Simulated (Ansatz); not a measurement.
# C4H12Sn: the cost of one run

Program: Ansatz 0.2.0, Gaussian basis. Level of theory: one geometry, several basis sets. These are calculated values, not measurements.

Levels to be run: PBE0-D4/def2-SVP; ωB97M-V/def2-SVP; PBE0-D4/def2-QZVPP; ωB97M-V/def2-QZVPP; the functionals' def2-TZVPP values are taken from earlier runs.

### Step 1. Structure used throughout

An earlier PBE0-D4 in a triple-zeta def2 set relaxation fixed the geometry. Sn takes the def2 core potential; no spin-orbit term is included.

SMILES `C[C](C)(C)[SnH3]`, 17 atoms, charge 0, spin multiplicity 1.

Atoms are counted from 1 here; the program's logs count them from 0.

Bond lengths: C1–C2 1.523 Å, C1–H6 1.094 Å, C1–H7 1.098 Å, C1–H8 1.094 Å, C2–C3 1.523 Å, C2–C4 1.523 Å, C2–Sn5 2.175 Å, C3–H9 1.094 Å, C3–H10 1.098 Å, C3–H11 1.094 Å, C4–H12 1.094 Å, C4–H13 1.098 Å, C4–H14 1.094 Å, Sn5–H15 1.713 Å, Sn5–H16 1.713 Å, Sn5–H17 1.713 Å. Angles: C2–C1–H6 112.0°, C2–C1–H7 109.9°, C2–C1–H8 112.1°, H6–C1–H7 107.3°, H6–C1–H8 108.0°, H7–C1–H8 107.3°, C1–C2–C3 110.1°, C1–C2–C4 110.1°, C1–C2–Sn5 108.8°, C3–C2–C4 110.1°, C3–C2–Sn5 108.8°, C4–C2–Sn5 108.9°, C2–C3–H9 112.0°, C2–C3–H10 109.9°, C2–C3–H11 112.1°, H9–C3–H10 107.3°, H9–C3–H11 108.0°, H10–C3–H11 107.3° and more.

### Step 2. PBE0-D4 in def2-SVP

in.yaml

```yaml
crystal:
  periodic: [false, false, false]
  atoms:
    - {symbol: C, position_ang: [0.680663, 1.112257, -0.915847]}
    - {symbol: C, position_ang: [0.064380, -0.062297, -0.167865]}
    - {symbol: C, position_ang: [1.115151, -1.137717, 0.073176]}
    - {symbol: C, position_ang: [-1.098658, -0.637358, -0.965061]}
    - {symbol: Sn, position_ang: [-0.676845, 0.639136, 1.753222]}
    - {symbol: H, position_ang: [1.521421, 1.550405, -0.370730]}
    - {symbol: H, position_ang: [1.061659, 0.777646, -1.890204]}
    - {symbol: H, position_ang: [-0.047765, 1.905436, -1.106373]}
    - {symbol: H, position_ang: [0.706045, -1.998592, 0.609383]}
    - {symbol: H, position_ang: [1.502601, -1.504676, -0.886890]}
    - {symbol: H, position_ang: [1.967267, -0.758585, 0.644309]}
    - {symbol: H, position_ang: [-1.566079, -1.484959, -0.456020]}
    - {symbol: H, position_ang: [-0.742984, -0.997448, -1.939913]}
    - {symbol: H, position_ang: [-1.873849, 0.109743, -1.157221]}
    - {symbol: H, position_ang: [-1.873884, 1.840868, 1.516830]}
    - {symbol: H, position_ang: [-1.363941, -0.662154, 2.629250]}
    - {symbol: H, position_ang: [0.605718, 1.307796, 2.670255]}
basis:
  gaussian: {orbitals: def2-SVP}
hamiltonian: {xc: pbe0, dispersion: d4}
output: {orbitals: {seedname: orbitals}}
```

Started as:

```console
ansatz run in.yaml --threads 4 --pin off --events-out ev --progress --plain --max-ram 11315MiB
```

Q: Estimate wall time and peak memory on 4 threads of Arm Neoverse N1, shared host.

About 3.3 s, with a peak of 0.39 GiB.
